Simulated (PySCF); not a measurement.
**HfH4: other functionals and bases at one geometry**

An exercise on one series of results from a longer session: the logs are not shown, and one member is left open.

The runs use PySCF 2.14.0; several levels, as the steps say, no spin–orbit coupling.

1 further run of the same task is left out (for a known fault of the program).

## Starting geometry

5 atoms, charge 0, spin multiplicity 1.

Bond lengths: Hf1–H2 1.854 Å, Hf1–H3 1.854 Å, Hf1–H4 1.854 Å, Hf1–H5 1.854 Å. Angles: H2–Hf1–H3 109.4°, H2–Hf1–H4 109.5°, H2–Hf1–H5 109.4°, H3–Hf1–H4 109.4°, H3–Hf1–H5 109.5°, H4–Hf1–H5 109.4°.

Geometry (Å):

```
Hf    0.00000    0.00000    0.00000
H     1.51431    0.00000    1.06929
H     0.00000    1.51431   -1.06929
H    -1.51431    0.00000    1.06929
H     0.00000   -1.51431   -1.06929
```

Formal oxidation states: Hf +4. An earlier session relaxed this geometry at PBE, Hf def2-SVP with ECP60, H def2-SVP (singlet, point group Td).

At PBE on the finer grid: E = -50.309820 Eh, HOMO -7.07 eV, LUMO -3.09 eV, Mulliken charge on Hf1 +1.00 e, largest force component 0.003 eV/Å. 

Levels to run: r2SCAN; TPSSh; revPBE; PBE0; PBE, TZVP; PBE, x2c-SVP. Hardware: 2 threads of Arm Neoverse V1, shared host.

The first run:

Contents of run.py (the lines that set the calculation):

```python
mol = gto.M(atom='''
Hf     0.00000     0.00000     0.00000
H      1.51431     0.00000     1.06929
H      0.00000     1.51431    -1.06929
H     -1.51431     0.00000     1.06929
H      0.00000    -1.51431    -1.06929''',
    basis={'Hf': 'def2-SVP', 'H': 'def2-SVP'},
    ecp={'Hf': 'def2-SVP'},
    charge=0, spin=0)
mf = dft.RKS(mol, xc='R2SCAN')
mf.grids.atom_grid = (75, 302)
mf = mf.density_fit()  # fitting sets: Hf def2-universal-JKFIT, H def2-universal-JKFIT
mf.conv_tol = 1e-08; mf.max_cycle = 55
mf.kernel(dm0)  # dm0: the density of the relaxed state
```

Launch:

```console
$ OMP_NUM_THREADS=2 python run.py
```

Steps of the session up to this table: r2SCAN; TPSSh; revPBE; PBE0; PBE, TZVP; PBE, x2c-SVP.

One of the session's tables, all rows but one given; the rest of the session is left out.

| level | HOMO (eV) | gap (eV) | charge on Hf1 (e) | largest force component (eV/Å) |
| --- | --- | --- | --- | --- |
| PBE (relaxed here) | -7.07 | 3.98 | 1.00 | 0.00 |
| r2SCAN | -7.41 | 4.59 | 1.19 | 0.06 |
| TPSSh | -7.85 | 5.35 | 1.26 | 0.06 |
| revPBE | -7.06 | 4.10 | 1.04 | 0.02 |
| PBE0 | ? | ? | ? | ? |
| PBE, TZVP | -7.12 | 4.03 | 0.69 | 0.00 |
| PBE, x2c-SVP | -7.36 | 3.87 | 0.70 | 0.43 |

Q: Estimate the row for PBE0 from the others.

As computed: HOMO (eV): -8.39; gap (eV): 6.31; charge on Hf1 (e): 1.17; largest force component (eV/Å): 0.09. In the column «HOMO (eV)» it is the lowest.

In one basis the HOMO–LUMO gap runs from 3.98 eV (PBE) to 6.31 eV (PBE0). The largest leftover force, 0.43 eV/Å with PBE, x2c-SVP, stands at a geometry relaxed at another level. Total energies of different levels can't be compared.
